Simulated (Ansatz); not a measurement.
# CH₆GeTe: up Jacob's ladder to CCSD(T)

Aim: compute CH₆GeTe with functionals from several rungs and with coupled cluster. The yardstick is the atomisation energy at the CCSD(T) limit.

Method: functionals in def2-TZVPP, the program's frozen cores in correlated methods; program: Ansatz 0.2.0, Gaussian basis.

Levels to be run: LDA (SPW92), PBE-D4, revPBE-D4, BLYP-D4, r2SCAN-D4, B97M-V, PBE0-D4, B3LYP-D4, r2SCANh-D4, r2SCAN0-D4, HSE06-D4, BHLYP-D4, CAM-B3LYP-D4, LC-ωPBE, ωB97X-V, ωB97M-V, B2PLYP, PBE-QIDH; CCSD(T)/def2-SVP; CCSD(T)/def2-TZVPP; MP2/def2-QZVPP; extrapolation to the limit; RPA on PBE.

## (1) The relaxed structure

All runs share one geometry, relaxed beforehand with PBE0-D4 in a triple-zeta def2 set. Te takes the def2 core potential; no spin-orbit term is included.

SMILES `[CH3][GeH2][TeH]`, 9 atoms, charge 0, spin multiplicity 1.

Atoms are counted from 1 here; the program's logs count them from 0.

Bond lengths: C1–Ge2 1.950 Å, C1–H4 1.092 Å, C1–H5 1.090 Å, C1–H6 1.090 Å, Ge2–Te3 2.564 Å, Ge2–H7 1.539 Å, Ge2–H8 1.539 Å, Te3–H9 1.658 Å. Angles: Ge2–C1–H4 110.0°, Ge2–C1–H5 109.8°, Ge2–C1–H6 109.9°, H4–C1–H5 109.3°, H4–C1–H6 108.9°, H5–C1–H6 108.8°, C1–Ge2–Te3 111.1°, C1–Ge2–H7 111.4°, C1–Ge2–H8 110.9°, Te3–Ge2–H7 104.3°, Te3–Ge2–H8 109.5°, H7–Ge2–H8 109.4°, Ge2–Te3–H9 91.5°.

## (2) LDA

This LDA is Slater exchange with PW92 correlation.

Input file in.yaml:

```yaml
crystal:
  periodic: [false, false, false]
  atoms:
    - {symbol: C, position_ang: [-0.541152, 0.934868, -0.692314]}
    - {symbol: Ge, position_ang: [0.398099, -0.722672, -0.274217]}
    - {symbol: Te, position_ang: [1.418823, -0.637226, 2.076776]}
    - {symbol: H, position_ang: [-0.942143, 0.890716, -1.706856]}
    - {symbol: H, position_ang: [0.144086, 1.778537, -0.612691]}
    - {symbol: H, position_ang: [-1.364244, 1.082453, 0.007209]}
    - {symbol: H, position_ang: [1.604721, -0.935877, -1.205433]}
    - {symbol: H, position_ang: [-0.548116, -1.932221, -0.379458]}
    - {symbol: H, position_ang: [-0.081574, -0.504781, 2.769883]}
basis:
  gaussian: {orbitals: def2-TZVPP}
hamiltonian: {xc: lda}
output: {orbitals: {seedname: orbitals}}
```

The runs that follow: PBE-D4 (GGA); revPBE-D4 (GGA); BLYP-D4 (GGA); r2SCAN-D4 (meta-GGA); B97M-V (meta-GGA); PBE0-D4 (hybrid); B3LYP-D4 (hybrid); r2SCANh-D4 (hybrid); r2SCAN0-D4 (hybrid); HSE06-D4 (hybrid); BHLYP-D4 (hybrid); CAM-B3LYP-D4 (range-separated); LC-ωPBE (range-separated); ωB97X-V (range-separated); ωB97M-V (range-separated); B2PLYP (double hybrid); PBE-QIDH (double hybrid); CCSD(T) in def2-SVP; CCSD(T) in def2-TZVPP; MP2 in def2-QZVPP; RPA on PBE orbitals.

Before running them: what should the planned runs give, taken together? Wanted: atomisation energy, CCSD(T)/CBS; farthest beyond LDA; mean size of error, GGA; mean size of error, meta-GGA; mean size of error, hybrid; mean size of error, range-separated; mean size of error, double hybrid; gap, smallest and largest; T1 diagnostic.

As calculated:

| quantity | value |
| --- | --- |
| atomisation energy, CCSD(T)/CBS | 28.176 eV |
| functionals within 0.282 eV (1.0 %) | PBE-D4, r2SCAN-D4, B97M-V, CAM-B3LYP-D4, ωB97X-V |
| farthest beyond LDA | BHLYP-D4 (-0.777 eV) |
| mean size of error, GGA | 0.481 eV |
| mean size of error, meta-GGA | 0.150 eV |
| mean size of error, hybrid | 0.436 eV |
| mean size of error, range-separated | 0.372 eV |
| mean size of error, double hybrid | 0.537 eV |
| gap, smallest and largest | 3.75 eV (BLYP-D4), 10.25 eV (LC-ωPBE) |
| T1 diagnostic | 0.0103 |
| triples share of the correlation energy | 3.0 % |

**Reading.** LDA overbinds by 3.386 eV (12 %). PBE-D4 is off by -0.161 eV. Double hybrids carry the basis error of their MP2 part in triple zeta, and no dispersion term here, so their miss is partly the set-up's. Taken by rung, meta-GGA functionals do best (0.150 eV on average) and double hybrid ones worst beyond LDA (0.537 eV). The reference freezes the cores and leaves out spin-orbit coupling and excitations past (T), and its outer-core shells are covered unevenly, so misses under about 0.282 eV can't be ranked. All levels share the lack of spin-orbit coupling, which lowers the free heavy atoms and so the true binding. Hartree-Fock recovers 73 % of the binding; the rest is correlation. CCSD(T) in def2-SVP is off by -1.893 eV, more than most functionals: a good method in a small basis is no reference. The gap grows from 3.8 to 10.3 eV across the functionals, mostly with the share of exact exchange. Correlated methods include outer-core shells of Ge, Te, which these sets cover unevenly.
